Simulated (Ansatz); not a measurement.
# BBrClH4NO: the cost of one run

Method: RKS LDA/def2-SVP, in Ansatz 0.2.0.

## (1) The starting structure

Bond lengths: B1–Cl2 2.210 Å, B1–N3 1.550 Å, N3–H4 1.060 Å, N3–H5 1.060 Å, B1–O6 1.410 Å, O6–H7 1.010 Å, B1–Br8 2.340 Å, Cl2–H9 1.335 Å, Br8–H9 1.477 Å. Angles: B1–Cl2–H9 76.2°, Cl2–B1–N3 120.0°, Cl2–B1–O6 120.0°, Cl2–B1–Br8 71.6°, N3–B1–O6 120.0°, N3–B1–Br8 96.8°, O6–B1–Br8 101.3°, B1–N3–H4 120.0°, B1–N3–H5 120.0°, H4–N3–H5 120.0°, B1–O6–H7 109.5°, B1–Br8–H9 69.7°, Cl2–H9–Br8 142.6°.

Coordinates:

```xyz
9

B     0.0000    0.0000    0.0000
Cl    0.0000    0.0000    2.2100
N     1.3423    0.0000   -0.7750
H     1.8089   -0.9179   -1.0268
H     1.7937    0.9179   -1.0532
O    -1.2211    0.0000   -0.7050
H    -1.7308   -0.8467   -0.4965
Br    0.1049    2.2181    0.7379
H     0.0612    1.2949    1.8904
```

## (2) Pulling towards end A

Springs on the bonds that form and break draw the guess towards this end; the thresholds are loose.

The input, input.yaml:

```yaml
crystal:
  periodic: [false, false, false]
  atoms:
    - { symbol: B, position_ang: [0.0, 0.0, 0.0] }
    - { symbol: Cl, position_ang: [0.0, 0.0, 2.21] }
    - { symbol: "N", position_ang: [1.3423, 0.0, -0.775] }
    - { symbol: H, position_ang: [1.8089, -0.9179, -1.0268] }
    - { symbol: H, position_ang: [1.7937, 0.9179, -1.0532] }
    - { symbol: O, position_ang: [-1.2211, 0.0, -0.705] }
    - { symbol: H, position_ang: [-1.7308, -0.8467, -0.4965] }
    - { symbol: Br, position_ang: [0.1049, 2.2181, 0.7379] }
    - { symbol: H, position_ang: [0.0612, 1.2949, 1.8904] }
basis:
  gaussian: { orbitals: def2-SVP }
hamiltonian:
  xc: lda
relax:
  f_tol: 0.15
  max_steps: 25
  restrain:
    - { distance: [0, 7], at: 3.24, k: 30.0 }
    - { distance: [8, 1], at: 2.57, k: 30.0 }
    - { distance: [0, 1], at: 1.86, k: 30.0 }
    - { distance: [8, 7], at: 1.55, k: 30.0 }
output:
  orbitals: {}
```

Command:

```sh
ansatz run input.yaml --threads 4 --pin off --max-ram 5120MiB --backend cpu --events-out ev --progress --plain --runs-dir out
```

Q: Estimate wall time and peak memory on 4 threads of Arm Neoverse N1, shared host.

About 26 s, with a peak of 0.18 GiB.
